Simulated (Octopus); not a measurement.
# AlCo (Pm-3m) in Octopus: convergence with threshold

Aim: find how far threshold must go before the results for AlCo settle, at PBE+U. This setting moves, with any that are tied to it; all else stays.

Program: Octopus 16.4. These are calculated values, not measurements. Logs are shortened: lines on timing, memory, paths and dates and some standing lists are left out, and cuts for length are marked.

## Step 1: The structure

The structure is cubic, space group Pm-3m (No. 221). The conventional cell has a = 2.819 Å, b = 2.819 Å, c = 2.819 Å, α = 90.00°, β = 90.00°, γ = 90.00°. Co (site symmetry m-3m) has 8 Al at 2.44 Å as nearest neighbours. Al (site symmetry m-3m) is surrounded by 8 Co at 2.44 Å.

The cell is a database's computed one.

## Step 2: With threshold 0.01

Input file inp:

```
CalculationMode = gs
UnitsOutput = eV_Angstrom
PeriodicDimensions = 3
ExperimentalFeatures = yes
PseudopotentialSet = pseudodojo_pbe
%Species
 "Co" | species_pseudo | hubbard_l | 2 | hubbard_u | 4.5*eV
%
%LatticeParameters
 1*angstrom | 1*angstrom | 1*angstrom
%
%LatticeVectors
 2.81940321 | 0 | 0
 0 | 2.81940321 | 0
 0 | 0 | 2.81940321
%
%ReducedCoordinates
 "Co" | 0.5 | 0.5 | 0.5
 "Al" | 0 | 0 | 0
%
%Spacing
 0.12815469*angstrom | 0.12815469*angstrom | 0.12815469*angstrom
%
DerivativesOrder = 8
%KPointsGrid
 6 | 6 | 6
%
KPointsUseSymmetries = yes
XCFunctional = gga_x_pbe + gga_c_pbe
DFTULevel = dft_u_empirical
AOTruncation = ao_box
SmearingFunction = fermi_dirac
Smearing = 0.05*eV
ExtraStates = 8
Eigensolver = chebyshev_filter
ConvRelDens = 0.01
MaximumIter = 120
%Output
 occ_matrices
%
```

Potentials or basis: pseudodojo_pbe (PseudoDojo 0.5, PBE).

On the command line:

```sh
$ OMP_NUM_THREADS=1 octopus > out.log
```

It took 46 s on 1 thread of Arm Neoverse V1, shared host; peak memory 0.31 GiB.

Results:

| Property | Result |
| --- | --- |
| Free energy | -4224.5718 eV |
| Band gap on the k mesh | none (metal or under the smearing width) |

## Step 3: With threshold 0.001

Edit inp of step 2 so:

```diff
@@ -35,3 +35,3 @@
 Eigensolver = chebyshev_filter
-ConvRelDens = 0.01
+ConvRelDens = 0.001
 MaximumIter = 120
```

Potentials or basis: pseudodojo_pbe (PseudoDojo 0.5, PBE).

On the command line:

```sh
$ OMP_NUM_THREADS=1 octopus > out.log
```

It took 62 s on 1 thread of Arm Neoverse V1, shared host; peak memory 0.31 GiB.

What came out:

```yaml
Free_energy: -4224.5820 eV
Band_gap_on_the_k_mesh: none (metal or under the smearing width)
```

## Step 4: With threshold 0.0001

Edit inp of step 3 so:

```diff
@@ -35,3 +35,3 @@
 Eigensolver = chebyshev_filter
-ConvRelDens = 0.001
+ConvRelDens = 0.0001
 MaximumIter = 120
```

On the command line:

```sh
$ OMP_NUM_THREADS=1 octopus > out.log
```

Wall time 74 s (1 thread of Arm Neoverse V1, shared host); peak memory 0.31 GiB.

Results:

- Free energy: -4224.5820 eV
- Band gap on the k mesh: none (metal or under the smearing width)

## Step 5: With threshold 1e-05

Edit inp of step 4 so:

```diff
@@ -35,5 +35,8 @@
 Eigensolver = chebyshev_filter
-ConvRelDens = 0.0001
+ConvRelDens = 1e-05
 MaximumIter = 120
 %Output
+ density | cube
+ elf | cube
+ potential | cube
  occ_matrices
```

On the command line:

```sh
$ OMP_NUM_THREADS=1 octopus > out.log
```

Wall time 98 s (1 thread of Arm Neoverse V1, shared host); peak memory 0.31 GiB.

It converged, with:

```
Free energy            : -4224.5820 eV
Band gap on the k mesh : none (metal or under the smearing width)
```

## Step 6: With threshold 1e-06

Edit inp of step 5 so:

```diff
@@ -35,8 +35,5 @@
 Eigensolver = chebyshev_filter
-ConvRelDens = 1e-05
+ConvRelDens = 1e-06
 MaximumIter = 120
 %Output
- density | cube
- elf | cube
- potential | cube
  occ_matrices
```

Potentials or basis: pseudodojo_pbe (PseudoDojo 0.5, PBE).

On the command line:

```sh
$ OMP_NUM_THREADS=1 octopus > out.log
```

Run time: 1.8 min. Hardware: 1 thread of Arm Neoverse V1, shared host; peak memory 0.31 GiB.

The run converged. Its results:

```
Free energy            : -4224.5820 eV
Band gap on the k mesh : none (metal or under the smearing width)
```

## Step 7: With threshold 1e-07

Edit inp of step 6 so:

```diff
@@ -35,3 +35,3 @@
 Eigensolver = chebyshev_filter
-ConvRelDens = 1e-06
+ConvRelDens = 1e-07
 MaximumIter = 120
```

On the command line:

```sh
$ OMP_NUM_THREADS=1 octopus > out.log
```

It took 2.2 min on 1 thread of Arm Neoverse V1, shared host; peak memory 0.31 GiB.

It converged, with:

| Property | Result |
| --- | --- |
| Free energy | -4224.5820 eV |
| Band gap on the k mesh | none (metal or under the smearing width) |

## Step 8: With threshold 1e-08

Edit inp of step 7 so:

```diff
@@ -35,3 +35,3 @@
 Eigensolver = chebyshev_filter
-ConvRelDens = 1e-07
+ConvRelDens = 1e-08
 MaximumIter = 120
```

Potentials or basis: pseudodojo_pbe (PseudoDojo 0.5, PBE).

On the command line:

```sh
$ OMP_NUM_THREADS=1 octopus > out.log
```

out.log:

```text
Running octopus

[... 13 lines left out ...]

Input: [AllElectronType = no]
Input: [PseudopotentialSet = pseudodojo_pbe]
Reading Coordinates from ReducedCoordinates block

****************************** Species *******************************
  Species 'Co'
    type             : pseudopotential
    file             : 'Co.upf'
    file format      : UPF2
    valence charge   : 17.0
    atomic number    :  27
    form on file     : kleinman-bylander
    lmax             : 2
    llocal           : -1
    projectors per l : 2
    total projectors : 6
    application form : kleinman-bylander
    orbitals         : 10
    bound orbitals   : 10

  Species 'Al'
    type             : pseudopotential
    file             : 'Al.upf'
    file format      : UPF2
    valence charge   : 3.0
    atomic number    :  13
    form on file     : kleinman-bylander
    lmax             : 2
    llocal           : -1
    projectors per l : 2
    total projectors : 6
    application form : kleinman-bylander
    orbitals         :  4
    bound orbitals   :  4

**********************************************************************

***************************** Symmetries *****************************
Space group No.  221
International: Pm-3m
Schoenflies: Oh^1
Info: The system has    48 symmorphic symmetries that can be used.
  Index                Rotation matrix                      Fractional translations
    1 :     1   0   0     0   1   0     0   0   1      0.000000    0.000000    0.000000
    2 :    -1   0   0     0  -1   0     0   0  -1      0.000000    0.000000    0.000000
    3 :     0   1   0    -1   0   0     0   0   1      0.000000    0.000000    0.000000
    4 :     0  -1   0     1   0   0     0   0  -1      0.000000    0.000000    0.000000
    5 :    -1   0   0     0  -1   0     0   0   1      0.000000    0.000000    0.000000
    6 :     1   0   0     0   1   0     0   0  -1      0.000000    0.000000    0.000000
[... 40 lines left out ...]
   47 :     1   0   0     0   0   1     0  -1   0      0.000000    0.000000    0.000000
   48 :    -1   0   0     0   0  -1     0   1   0      0.000000    0.000000    0.000000
Info: The system also has     0 nonsymmorphic symmetries (not used for electrons).
**********************************************************************

Input: [CurvMethod = curv_affine]
Input: [DerivativesStencil = stencil_star]

****************************** Lattice *******************************
  Lattice Vectors [A]
    2.819403    0.000000    0.000000
    0.000000    2.819403    0.000000
    0.000000    0.000000    2.819403
  Cell volume =            22.4115 [A^3]
  Reciprocal-Lattice Vectors [A^-1]
    2.228552    0.000000    0.000000
    0.000000    2.228552    0.000000
    0.000000    0.000000    2.228552
  Cell angles [degree]
    alpha =   90.000
    beta  =   90.000
    gamma =   90.000
**********************************************************************

Checking if the generated full k-point grid is symmetric

    20 k-points generated from parameters :
 ---------------------------------------------------
    n =    6    6    6

[... 186 lines left out ...]
   7   --     4.434760       2.000000
   8   --     5.524048       2.000000
   9   --     5.873341       2.000000
  10   --     5.873341       2.000000
  11   --    13.906666       2.000000
  12   --    14.527686       2.000000
  13   --    14.527686       2.000000
  14   --    30.523730       0.000000
[... 18 further k-points ...]
Fermi energy =    16.847235 eV
Generating random wavefunctions for states       15 and above
Orthogonalizing wavefunctions.
Info: Ground-state restart information will be written to 'restart/gs'.
Info: SCF using complex wavefunctions.
Info: Starting SCF iteration.

** Warning:
**   Symmetrization discrepancy ratio (scalar) =  4.86172E-02

*********************** SCF CYCLE ITER #    1 ************************
 etot  = -4.35288535E+03 abs_ev   =  9.15E+01 rel_ev   =  1.97E-01
 ediff =        1.60E+02 abs_dens =  1.37E+00 rel_dens =  6.85E-02
Matrix vector products: 500
Converged eigenvectors: 0

#  State  KPoint  Eigenvalue [eV]  Occupation    Error
      1       1      -89.097491    2.000000   ( 4.8E-07)
      1       2      -89.096612    2.000000   ( 1.6E-05)
      1       3      -89.095738    2.000000   ( 4.5E-05)
      1       4      -89.094867    2.000000   ( 8.4E-05)
      1       5      -89.094853    2.000000   ( 4.7E-05)
      1       6      -89.093989    2.000000   ( 1.3E-04)
      1       9      -89.093973    2.000000   ( 5.7E-05)
      1       7      -89.093126    2.000000   ( 1.1E-04)
[... 23 lines left out ...]
     17       1       30.208972    0.000000   ( 2.0E-01)
     18      15       31.216334    0.000000   ( 2.4E-01)
     18      10       31.519630    0.000000   ( 2.1E-01)
     18      13       31.528421    0.000000   ( 1.8E-01)
     18       1       32.803277    0.000000   ( 2.4E-01)
     18      16       34.253575    0.000000   ( 1.6E-01)
     18      19       36.871711    0.000000   ( 2.4E-01)
     18      20       38.373899    0.000000   ( 2.1E-01)

Density of states:

--------------------------------------------------%-------------------
--------------------------------------------------%-------------------
--------------------%-----------------------------%-------------------
--------------------%-----------------------------%-------------------
--------------------%-----------------------------%-------------------
--------------------%-----------------------------%-------------------
--------------------%-----------------------------%-------------------
%-------------------%----------------------------%%-------------------
%-------------------%---------------------------%%%%---%%%%-%%-%------
%-------------------%--------------------------%%%%%%%%%%%%%%%%%%%----
                                                   ^

Fermi energy =     5.314430 eV

**********************************************************************

*********************** SCF CYCLE ITER #    2 ************************
 etot  = -4.11842862E+03 abs_ev   =  3.78E+01 rel_ev   =  8.88E-02
 ediff =        8.62E+00 abs_dens =  1.83E+00 rel_dens =  9.16E-02
Matrix vector products: 500
Converged eigenvectors: 0
[... 219 lines left out ...]
Fermi energy =     6.414197 eV

**********************************************************************

Info: restarting mixing.

*********************** SCF CYCLE ITER #   21 ************************
 etot  = -4.22457441E+03 abs_ev   =  1.52E-06 rel_ev   =  3.40E-09
 ediff =        4.28E-07 abs_dens =  8.84E-08 rel_dens =  4.42E-09
Matrix vector products: 500
Converged eigenvectors: 96

#  State  KPoint  Eigenvalue [eV]  Occupation    Error
      1       1      -87.689328    2.000000   ( 3.9E-10)
      1       2      -87.688414    2.000000   ( 3.1E-10)
      1       3      -87.687505    2.000000   ( 3.2E-10)
      1       4      -87.686601    2.000000   ( 3.9E-10)
      1       5      -87.686585    2.000000   ( 3.9E-10)
      1       6      -87.685687    2.000000   ( 3.7E-10)
      1       9      -87.685671    2.000000   ( 3.8E-10)
      1       7      -87.684791    2.000000   ( 3.8E-10)
[... 23 lines left out ...]
     18      18       26.684947    0.000000   ( 1.1E-02)
     18      10       26.828280    0.000000   ( 2.1E-02)
     17       1       28.351678    0.000000   ( 8.8E-03)
     18       1       28.362527    0.000000   ( 1.4E-02)
     18      13       28.821714    0.000000   ( 6.3E-04)
     18      16       29.721899    0.000000   ( 4.6E-03)
     18      19       31.673525    0.000000   ( 2.3E-02)
     18      20       34.688880    0.000000   ( 2.5E-02)

Density of states:

---------------------%------------------------------%-----------------
---------------------%------------------------------%-----------------
---------------------%------------------------------%-----------------
---------------------%------------------------------%-----------------
---------------------%------------------------------%-----------------
---------------------%-----------------------------%%-----------------
---------------------%-----------------------------%%---------%-------
%--------------------%-----------------------------%%----%--%-%-------
%--------------------%----------------------------%%%%-%%%%%%-%%------
%--------------------%--------------------------%%%%%%%%%%%%%%%%%-----
                                                     ^

Fermi energy =     6.414197 eV

**********************************************************************

Info: SCF converged in   21 iterations

** Warning:
**   Some of the states are not fully converged!

Info: Number of matrix-vector products:      10500
Info: Writing output to static/
Info: Finished writing information to 'restart/gs'.

Octopus emitted 25 warnings.
```

Run time: 2.3 min. Hardware: 1 thread of Arm Neoverse V1, shared host; peak memory 0.31 GiB.

What came out:

```yaml
Free_energy: -4224.5820 eV
Band_gap_on_the_k_mesh: none (metal or under the smearing width)
```

## Step 9: The series at a glance

| threshold | energy less the tightest run, at zero smearing (meV/atom) | SCF cycles | CPU time (s) | peak memory (GiB) |
| --- | --- | --- | --- | --- |
| 0.01 | 4.90 | 5 | 46 | 0.31 |
| 0.001 | 0.10 | 8 | 62 | 0.31 |
| 0.0001 | 0.00 | 10 | 74 | 0.31 |
| 1e-05 | 0.00 | 14 | 98 | 0.31 |
| 1e-06 | 0.00 | 16 | 110 | 0.31 |
| 1e-07 | 0.00 | 18 | 130 | 0.31 |
| 1e-08 | 0.00 | 21 | 140 | 0.31 |

Against the tightest run, the energy stays within 1 meV/atom from 0.001 on. The tightest run that finished is the yardstick and may itself not be fully converged.

Caveats: all runs use coarse meshes; U acts on the potentials' truncated atomic orbitals, so values differ from other programs' at the same U, and they weren't checked against one; U without spin polarisation on a metal has little footing; the U is typed as a test and isn't derived for this compound.
